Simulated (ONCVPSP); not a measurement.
# Tungsten: generating and testing an ONCV potential

Aim: build the potential from the settings below, then test how well it stands in for the atom: other configurations, scattering, ghost states and the plane-wave cutoff that it needs.

The numbers are computed with ONCVPSP 4.0.1.1 (patched build) (LDA (Perdew-Wang 92), scalar-relativistic, spin-unpolarised reference atom).

### Step 1. Starting point

Typed settings, in words:

- element: tungsten (W, Z = 74)
- type: optimised norm-conserving Vanderbilt (ONCV)
- frozen core: [Kr] 4d10
- valence charge: 28
- reference configuration: 4f14 5s2 5p6 5d4 6s2
- partial waves: 5s+6s: rc 2.05 bohr, ncon 4, nbas 8, qcut 5.3 1/bohr, 2 projectors; 5p: rc 2.00 bohr, ncon 5, nbas 8, qcut 8.1 1/bohr, 2 projectors, debl 2.4 Ha; 5d: rc 2.50 bohr, ncon 3, nbas 8, qcut 5.1 1/bohr, 2 projectors, debl 0.8 Ha; 4f: rc 0.65 bohr, ncon 5, nbas 10, qcut 23.7 1/bohr, local
- local potential: the f channel
- core correction: Teter function, fcfact 2.75, rcfact 1.6

The nodes and maxima of the atom's own shells, from an earlier all-electron run, set the scale for the radii.

All-electron outer shells of the reference configuration (LDA (PZ), scalar-relativistic, ld1.x):

```csv
shell,level (eV),outermost node (bohr),outermost maximum (bohr)
4d,-238.26,0.22,0.45
5s,-79.30,0.53,0.96
5p,-43.38,0.57,1.09
4f,-33.46,–,0.43
6s,-5.91,1.28,2.64
5d,-4.68,0.63,1.50
6p,-1.47,1.54,3.75
```

### Step 2. The generation run

Input file W.dat:

```
# ATOM AND REFERENCE CONFIGURATION
# atsym  z   nc   nv     iexc    psfile
  W 74.00    9    5  -001012      upf
#
#   n    l    f
    1    0    2.00
    2    0    2.00
    2    1    6.00
    3    0    2.00
    3    1    6.00
    3    2   10.00
    4    0    2.00
    4    1    6.00
    4    2   10.00
    4    3   14.00
    5    0    2.00
    5    1    6.00
    5    2    4.00
    6    0    2.00
#
# PSEUDOPOTENTIAL AND OPTIMIZATION
# lmax
    3
#
#   l,   rc,      ep,       ncon, nbas, qcut
    0    2.05    0.00    4    8    5.30
    1    2.00    0.00    5    8    8.10
    2    2.50    0.00    3    8    5.10
    3    0.65    0.00    5   10   23.70
#
# LOCAL POTENTIAL
# lloc, lpopt,  rc(5),   dvloc0
    3    5    0.65    0.00
#
# VANDERBILT-KLEINMAN-BYLANDER PROJECTORs
# l, nproj, debl
    0    2    1.50
    1    2    2.40
    2    2    0.80
    3    0    3.90
#
# MODEL CORE CHARGE
# icmod, fcfact, rcfact
    3    2.75    1.60
#
# LOG DERIVATIVE ANALYSIS
# epsh1, epsh2, depsh
   -4.00    5.00    0.02
#
# OUTPUT GRID
# rlmax, drl
    6.00    0.01
#
# TEST CONFIGURATIONS
# ncnf
    4
# nvcnf
#   n    l    f
    5
    4    3   14.00
    5    0    2.00
    5    1    6.00
    5    2    4.00
    6    0    1.00
#
    5
    4    3   14.00
    5    0    2.00
    5    1    6.00
    5    2    4.00
    6    0    0.00
#
    5
    4    3   14.00
    5    0    2.00
    5    1    6.00
    5    2    3.00
    6    0    0.00
#
    6
    4    3   14.00
    5    0    2.00
    5    1    6.00
    5    2    4.00
    6    0    0.00
    6    1    2.00
#
```

The run is started by

```sh
$ oncvpsp.x < W.dat > W.out
```

Q: Predict the outcome of this session. Wanted: cutoffs for 1 and 0.1 mHa per electron, occupied waves; bound ghosts; GHOST(+) flags; largest test error; largest phase difference near zero energy, channels read; rms error of d²Exc/dn², without and with the model core.

**Answer**, as computed:

| quantity | value |
| --- | --- |
| cutoffs for 1 and 0.1 mHa per electron, occupied waves | 280 Ha and 891 Ha |
| bound ghosts | s at -1482.57 eV, s at -132.99 eV, p at -955.09 eV, d at -527.18 eV |
| GHOST(+) flags | none at low energy |
| largest test error (AE − PS) | -17 meV, for 4f14 5s2 5p6 5d4 6s0 |
| largest phase difference near zero energy, channels read | 0.002 rad |
| rms error of d²Exc/dn², without and with the model core | 5.98 and 3.45 mHa |

In words: It has a bound ghost (s, p, d), a state that the atom doesn't have, and that rules the file out. The worst unpolarised test, 4f14 5s2 5p6 5d4 6s0, is off by 17 meV on 25.1 eV; by total energies transferability rates as good. Atomic tests can pass in spite of a ghost, since they solve only for the levels asked. By its cutoff, 280 Ha for the looser tolerance, it is very hard. The tighter tolerance needs 891 Ha, and converged work needs a cutoff nearer that. At the looser tolerance the 4f wave is the slowest; 5p needs 20 Ha. Near zero energy the phases of the channels with partial waves agree within 0.002 rad. All of this concerns the isolated atom, not yet a solid.
